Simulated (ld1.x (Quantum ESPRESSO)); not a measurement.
# F: generating and testing an ultrasoft potential

Do these settings give a usable potential? It is generated, then checked for transferability, scattering, ghosts and hardness.

Program: ld1.x (Quantum ESPRESSO) 7.5. Reference atom: PBE, scalar-relativistic, spherical and spin-unpolarised. All values are calculated.

## (1) The atom and the settings

Typed settings, in words:

| Item | Value |
| --- | --- |
| element | fluorine (F, Z = 9) |
| type | ultrasoft |
| frozen core | [He] |
| valence charge | 7 |
| reference configuration | 2s1 2p6 |
| partial waves | 2s (bound): rcut 0.65, rcutus 0.70 bohr; 2s channel at 1.7 Ry: rcut 0.65, rcutus 0.70 bohr; 2p (bound): rcut 0.85, rcutus 1.05 bohr; 2p channel at 2.25 Ry: rcut 0.85, rcutus 1.05 bohr; 3d channel at 0.3 Ry: rcut 0.85, rcutus 1.00 bohr; 3d channel at 2.75 Ry: rcut 0.85, rcutus 1.00 bohr |
| local potential | all-electron potential smoothed inside 0.55 bohr (lloc = -1) |
| core correction | a·sin(br)/r model core inside 0.55 bohr |
| augmentation charge | PSQ, radius 0.50 bohr |

The outer shells as boxes (Hund's rule for the drawing; the calculation is spin-unpolarised):

```
[He] core
2s [↑ ]
2p [↑↓][↑↓][↑↓]
```

## (2) Generating the potential

Contents of F.in:

```
 &input
   title='F', zed=9., rel=1, dft='PBE', iswitch=3,
   config='[He] 2s1 2p6 3d-2',
   nld=3, rlderiv=1.15, eminld=-4.0, emaxld=5.0, deld=0.02
 /
 &inputp
   pseudotype=3, tm=.true., lloc=-1, rcloc=0.55,
   nlcc=.true., rcore=0.55,
   which_augfun='PSQ', rmatch_augfun=0.50,
   file_pseudopw='F.UPF', file_wfcaegen='ae.wfc', file_wfcncgen='nc.wfc', file_beta='beta', file_chi='chi', file_wfcusgen='us.wfc'
 /
6
2S  1  0   1.00   0.00  0.65  0.70  0.0
2S  1  0   0.00   1.70  0.65  0.70  0.0
2P  2  1   6.00   0.00  0.85  1.05  0.0
2P  2  1   0.00   2.25  0.85  1.05  0.0
3D  3  2  -2.00   0.30  0.85  1.00  0.0
3D  3  2  -2.00   2.75  0.85  1.00  0.0
 &test
   configts(1)='2s1 2p6'
 /
```

The run is started by

```sh
$ ld1.x < F.in > F.out
```

What the program wrote to F.out (without the banner and most projector matrices):

```text
     Program LD1 v.7.5
     --------------------------- All-electron run ----------------------------

     F
     scalar relativistic calculation

     atomic number is  9.00
     dft =PBE   lsd =0 sic =0 latt =0  beta=0.20 tr2=1.0E-14
     Exchange-correlation= PBE
                           (   1   4   3   4   0   0   0)
     mesh =1105 r(mesh) =  99.76081 a.u. xmin = -7.00 dx = 0.01250
     1 Ry =  13.60569312 eV, c = 137.03599908

     n l     nl                  e(Ry)          e(Ha)          e(eV)
     1 0     1S 1( 2.00)       -48.8033       -24.4017      -664.0032
     2 0     2S 1( 1.00)        -2.2328        -1.1164       -30.3788
     2 1     2P 1( 6.00)        -0.8482        -0.4241       -11.5402

     final scf error:  6.1E-15 reached in  29 iterations

     Etot =    -198.106554 Ry,     -99.053277 Ha,   -2695.376983 eV

     Ekin =     197.935939 Ry,      98.967969 Ha,    2693.055642 eV
     Encl =    -474.750380 Ry,    -237.375190 Ha,   -6459.307986 eV
     Eh   =      98.980846 Ry,      49.490423 Ha,    1346.703017 eV
     Exc  =     -20.272959 Ry,     -10.136479 Ha,    -275.827656 eV

     normalization and overlap integrals

     s(1S/1S) =  1.000000  <r> =   0.1763  <r2> =    0.0420  r(max) =   0.1139
     s(2S/2S) =  1.000000  <r> =   1.0023  <r2> =    1.2244  r(max) =   0.7617
     s(2P/2P) =  1.000000  <r> =   1.1000  <r2> =    1.6187  r(max) =   0.7066

     ------------------------ End of All-electron run ------------------------

     --------------------- Generating US pseudopotential ---------------------

      Generating local potential from pseudized AE potential:
      Matching radius rcloc =   0.5500

      Local pseudo, rcloc= 0.550 Estimated cut-off energy=    78.43 Ry

      Computing core charge for nlcc:

       r > 0.55 : true rho core
       r < 0.55 : rho core = a sin(br)/r    a=   0.76  b=   5.06

      Integrated core pseudo-charge :   0.10
      Wfc-us  2S rcutus= 0.707  Estimated cut-off energy=    87.36 Ry
      Wfc-us  2S rcutus= 0.707  Estimated cut-off energy=    94.05 Ry
      Wfc-us  2P rcutus= 1.054  Estimated cut-off energy=    69.52 Ry
      Wfc-us  2P rcutus= 1.054  Estimated cut-off energy=    89.72 Ry
      Wfc-us  3D rcutus= 1.003  Estimated cut-off energy=   101.09 Ry
      Wfc-us  3D rcutus= 1.003  Estimated cut-off energy=   103.33 Ry

     Q pseudized with Bessel functions
     Expected ecutrho=    2040.1829 due to l1=  2   l2=  2

     ------------------- End of pseudopotential generation -------------------

     [... the all-electron block is printed once more ...]


     Computing logarithmic derivative in   1.14344
     Computing logarithmic derivative in   1.14344
     Computing the partial wave expansion
     R is outside the sphere for l=    0 j= 0.00
     R is outside the sphere for l=    0 j= 0.00
     R is outside the sphere for l=    1 j= 0.00
     R is outside the sphere for l=    1 j= 0.00
     R is outside the sphere for l=    2 j= 0.00
     R is outside the sphere for l=    2 j= 0.00

     ---------------------- Testing the pseudopotential ----------------------

     F
     scalar relativistic calculation

     atomic number is  9.00   valence charge is  7.00
     dft =PBE   lsd =0 sic =0 latt =0  beta=0.20 tr2=1.0E-14
     mesh =1105 r(mesh) =  99.76081 xmin = -7.00 dx = 0.01250

     n l     nl             e AE (Ry)        e PS (Ry)    De AE-PS (Ry)
     1 0     2S   1( 1.00)       -2.23280       -2.23287        0.00006
     2 1     2P   1( 6.00)       -0.84819       -0.84820        0.00001

     eps = 1.1E-15  iter =  4

     Etot =    -198.106554 Ry,     -99.053277 Ha,   -2695.376983 eV
     Etotps =   -47.046819 Ry,     -23.523410 Ha,    -640.104583 eV

     Ekin =      28.864579 Ry,      14.432290 Ha,     392.722610 eV
     Encl =    -120.632592 Ry,     -60.316296 Ha,   -1641.290029 eV
     Ehrt =      42.193747 Ry,      21.096874 Ha,     574.075174 eV
     Ecxc =      -9.180015 Ry,      -4.590007 Ha,    -124.900461 eV
     (Ecc =      -0.097387 Ry,      -0.048694 Ha,      -1.325020 eV)
     Epseu=      11.707461 Ry,       5.853731 Ha,     159.288123 eV

     ---------------------- End of pseudopotential test ----------------------
```

Wall time 1.1 s (1 thread of Neoverse-V1, shared host). (Generation and the later configuration tests together.)

Partial waves on a coarse radial grid (AE all-electron, PS pseudo):

```tsv
r (bohr)	2p AE	2p PS
0.053	0.0476	0.0127
0.105	0.1500	0.0490
0.158	0.2745	0.1080
0.210	0.3972	0.1838
0.262	0.5105	0.2726
0.315	0.6113	0.3710
0.368	0.6959	0.4718
0.420	0.7632	0.5675
0.473	0.8168	0.6571
0.525	0.8557	0.7332
0.578	0.8830	0.7964
0.630	0.8993	0.8427
0.683	0.9068	0.8741
0.735	0.9067	0.8903
0.788	0.9003	0.8941
0.840	0.8891	0.8879
0.893	0.8736	0.8741
0.945	0.8553	0.8558
0.998	0.8343	0.8344
1.050	0.8118	0.8118
1.102	0.7881	0.7881
1.155	0.7631	0.7631
1.208	0.7375	0.7375
1.260	0.7121	0.7121
1.313	0.6862	0.6862
1.365	0.6610	0.6610
```

## (3) Configuration tests

Contents of F.test.in:

```
 &input
   title='F', zed=9., rel=1, dft='PBE', iswitch=2,
   config='[He] 2s1 2p6 3d-2'
 /
 &test
   file_pseudo='F.UPF', nconf=8,
   configts(1)='2s1 2p6',
   configts(2)='2s2 2p5',
   configts(3)='2s2 2p4',
   configts(4)='2s2 2p3',
   configts(5)='2s2 2p5.3',
   configts(6)='2s2 2p4.5',
   configts(7)='2s2 2p2',
   configts(8)='2s2 2p1'
 /
```

The run is started by

```sh
$ ld1.x < F.test.in > F.test.out
```

F.test.out, the pseudopotential blocks:

```text
     ---------------------- Testing the pseudopotential ----------------------

     F
     scalar relativistic calculation

     atomic number is  9.00   valence charge is  7.00
     dft =PBE   lsd =0 sic =0 latt =0  beta=0.20 tr2=1.0E-14
     mesh =1105 r(mesh) =  99.76081 xmin = -7.00 dx = 0.01250

     n l     nl             e AE (Ry)        e PS (Ry)    De AE-PS (Ry)
     1 0     2S   1( 1.00)       -2.23280       -2.23287        0.00006
     2 1     2P   1( 6.00)       -0.84819       -0.84820        0.00001

     eps = 1.1E-15  iter =  4

     Etot =    -198.106554 Ry,     -99.053277 Ha,   -2695.376983 eV
     Etotps =   -47.046819 Ry,     -23.523410 Ha,    -640.104583 eV

     Ekin =      28.864579 Ry,      14.432290 Ha,     392.722610 eV
     Encl =    -120.632592 Ry,     -60.316296 Ha,   -1641.290029 eV
     Ehrt =      42.193747 Ry,      21.096874 Ha,     574.075174 eV
     Ecxc =      -9.180015 Ry,      -4.590007 Ha,    -124.900461 eV
     (Ecc =      -0.097387 Ry,      -0.048694 Ha,      -1.325020 eV)
     Epseu=      11.707461 Ry,       5.853731 Ha,     159.288123 eV

     ---------------------- End of pseudopotential test ----------------------

     ---------------------- Testing the pseudopotential ----------------------

     F
     [...]
     n l     nl             e AE (Ry)        e PS (Ry)    De AE-PS (Ry)
     1 0     2S   1( 2.00)       -2.19758       -2.20027        0.00268
     2 1     2P   1( 5.00)       -0.81670       -0.81623       -0.00046

     eps = 4.6E-15  iter = 12

     Etot =    -199.489330 Ry,     -99.744665 Ha,   -2714.190600 eV
     Etotps =   -48.431209 Ry,     -24.215604 Ha,    -658.940165 eV
     dEtot_ae =      -1.382775 Ry
     dEtot_ps =      -1.384390 Ry,   Delta E=       0.001614 Ry

     [...]
     ---------------------- End of pseudopotential test ----------------------

     ---------------------- Testing the pseudopotential ----------------------

     F
     [...]
     n l     nl             e AE (Ry)        e PS (Ry)    De AE-PS (Ry)
     1 0     2S   1( 2.00)       -3.48292       -3.48626        0.00334
     2 1     2P   1( 4.00)       -2.08065       -2.07969       -0.00096

     eps = 5.3E-15  iter =  7

     Etot =    -198.064175 Ry,     -99.032088 Ha,   -2694.800384 eV
     Etotps =   -47.006643 Ry,     -23.503321 Ha,    -639.557954 eV
     dEtot_ae =       0.042379 Ry
     dEtot_ps =       0.040176 Ry,   Delta E=       0.002203 Ry

     [...]
     ---------------------- End of pseudopotential test ----------------------

     ---------------------- Testing the pseudopotential ----------------------

     F
     [...]
     n l     nl             e AE (Ry)        e PS (Ry)    De AE-PS (Ry)
     1 0     2S   1( 2.00)       -4.99731       -5.00187        0.00456
     2 1     2P   1( 3.00)       -3.60167       -3.59948       -0.00219

     eps = 1.5E-15  iter =  6

     Etot =    -195.242940 Ry,     -97.621470 Ha,   -2656.415526 eV
     Etotps =   -44.186731 Ry,     -22.093365 Ha,    -601.191101 eV
     dEtot_ae =       2.863614 Ry
     dEtot_ps =       2.860088 Ry,   Delta E=       0.003526 Ry

     [...]
     ---------------------- End of pseudopotential test ----------------------

     ---------------------- Testing the pseudopotential ----------------------

     F
     [...]
     n l     nl             e AE (Ry)        e PS (Ry)    De AE-PS (Ry)
     1 0     2S   1( 2.00)       -1.86725       -1.86985        0.00259
     2 1     2P   1( 5.30)       -0.49676       -0.49641       -0.00035

     eps = 3.0E-15  iter = 11

     Etot =    -199.685554 Ry,     -99.842777 Ha,   -2716.860368 eV
     Etotps =   -48.627327 Ry,     -24.313664 Ha,    -661.608494 eV
     dEtot_ae =      -1.579000 Ry
     dEtot_ps =      -1.580508 Ry,   Delta E=       0.001509 Ry

     [...]
     ---------------------- End of pseudopotential test ----------------------

     ---------------------- Testing the pseudopotential ----------------------

     F
     [...]
     n l     nl             e AE (Ry)        e PS (Ry)    De AE-PS (Ry)
     1 0     2S   1( 2.00)       -2.80814       -2.81108        0.00295
     2 1     2P   1( 4.50)       -1.41356       -1.41288       -0.00067

     eps = 4.4E-15  iter =  7

     Etot =    -198.934914 Ry,     -99.467457 Ha,   -2706.647396 eV
     Etotps =   -47.877032 Ry,     -23.938516 Ha,    -651.400210 eV
     dEtot_ae =      -0.828360 Ry
     dEtot_ps =      -0.830213 Ry,   Delta E=       0.001853 Ry

     [...]
     ---------------------- End of pseudopotential test ----------------------

     ---------------------- Testing the pseudopotential ----------------------

     F
     [...]
     n l     nl             e AE (Ry)        e PS (Ry)    De AE-PS (Ry)
     1 0     2S   1( 2.00)       -6.70364       -6.70987        0.00623  !
     2 1     2P   1( 2.00)       -5.34782       -5.34156       -0.00626  !

     eps = 1.4E-15  iter =  6

     Etot =    -190.786158 Ry,     -95.393079 Ha,   -2595.777923 eV
     Etotps =   -39.733587 Ry,     -19.866793 Ha,    -540.602991 eV
     dEtot_ae =       7.320396 Ry
     dEtot_ps =       7.313232 Ry,   Delta E=       0.007164 Ry

     [...]
     ---------------------- End of pseudopotential test ----------------------

     ---------------------- Testing the pseudopotential ----------------------

     F
     [...]
     n l     nl             e AE (Ry)        e PS (Ry)    De AE-PS (Ry)
     1 0     2S   1( 2.00)       -8.57765       -8.58449        0.00685  !
     2 1     2P   1( 1.00)       -7.29740       -7.27728       -0.02012  !

     eps = 6.7E-15  iter =  9

     Etot =    -184.479831 Ry,     -92.239915 Ha,   -2509.975963 eV
     Etotps =   -33.438845 Ry,     -16.719423 Ha,    -454.958669 eV
     dEtot_ae =      13.626724 Ry
     dEtot_ps =      13.607974 Ry,   Delta E=       0.018750 Ry

     [...]
     ---------------------- End of pseudopotential test ----------------------
```

The tests as a table, with energies relative to 2s1 2p6.

| valence configuration | charge | ΔE all-electron (eV) | error AE − PS (meV) |
| --- | --- | --- | --- |
| 2s2 2p5 | 0 | -18.814 | +22 |
| 2s2 2p4 | +1 | 0.577 | +30 |
| 2s2 2p3 | +2 | 38.961 | +48 |
| 2s2 2p5.3 | -0.3 | -21.483 | +21 |
| 2s2 2p4.5 | +0.5 | -11.270 | +25 |
| 2s2 2p2 | +3 | 99.599 | +97 |
| 2s2 2p1 | +4 | 185.401 | +255 |

## (4) Scattering by logarithmic derivatives

Taken from the files of the generation run. The phase is arctan(r·u′/u) with u = r·R, unwrapped, with energies in Ry. A pole is an energy at which the radial function vanishes at the test radius. The pseudo phase is shifted by a multiple of π to meet the all-electron one at the reference energy. Levels narrower than the energy grid can be missing from the poles. Left out: d, where the overlap operator is not positive , so their phases aren't trusted. The last column is the largest difference on the grid between −1 and +1 Ry.

| channel | radius (bohr) | reference (Ry) | poles AE | poles PS | window around the reference with phases within 0.05 rad (Ry) | largest difference near zero (rad) |
| --- | --- | --- | --- | --- | --- | --- |
| s | 1.14 | -2.23 | 2.15 | 2.15 | the whole range | 0.000 |
| p | 1.14 | -0.85 | 2.56 | 2.56 | the whole range | 0.000 |

Phases (rad) along the scan:

```tsv
E (Ry)	s AE	s PS	p AE	p PS
-4.00	0.428	0.428	0.977	0.977
-3.52	0.136	0.136	0.901	0.901
-3.04	-0.225	-0.225	0.794	0.794
-2.56	-0.580	-0.580	0.638	0.638
-2.08	-0.860	-0.860	0.400	0.400
-1.60	-1.058	-1.058	0.049	0.049
-1.12	-1.198	-1.198	-0.382	-0.382
-0.64	-1.298	-1.298	-0.767	-0.767
-0.16	-1.373	-1.373	-1.037	-1.037
0.32	-1.431	-1.431	-1.216	-1.216
0.80	-1.477	-1.477	-1.337	-1.337
1.28	-1.515	-1.515	-1.424	-1.424
1.76	-1.548	-1.548	-1.490	-1.490
2.24	-1.576	-1.576	-1.542	-1.542
2.72	-1.601	-1.601	-1.584	-1.584
3.20	-1.624	-1.624	-1.621	-1.621
3.68	-1.645	-1.645	-1.653	-1.653
4.16	-1.664	-1.664	-1.683	-1.683
4.64	-1.683	-1.683	-1.710	-1.710
```

## (5) Plane-wave convergence, by spherical Bessel functions

A separate test, outside the generator: the pseudo-atom's Hamiltonian at the reference potential is diagonalised in spherical Bessel functions j_l(qr) that vanish at 20 bohr, with q² up to the cutoff.

No cutoffs are read. The overlap operator is not positive in d (lowest eigenvalue -1616.298), so the test is not defined there. The ghost test is not conclusive.

## (6) Summary of results

```
                                                quantity                  value
                                                 cutoffs         not determined
                                            bound ghosts         not determined
                            largest test error (AE − PS)  +255 meV, for 2s2 2p1
largest phase difference near zero energy, channels read              0.000 rad
         lowest eigenvalue of the overlap (Bessel basis)          -1616.298 (d)
               density cutoff estimated by the generator                2040 Ry
```

**Reading.** The overlap operator is not positive definite in d, so a plane-wave run would break down once the basis is large enough. By total energies transferability is fair for so large an energy: the largest error is 255 meV on 185.4 eV, for 2s2 2p1. That test lies far up in energy; among those under 40 eV, nearer to bonding, the largest error is 48 meV. No cutoffs are read. Ghosts could not be judged. Near zero energy the phases of the channels with partial waves that could be evaluated agree within 0.001 rad.
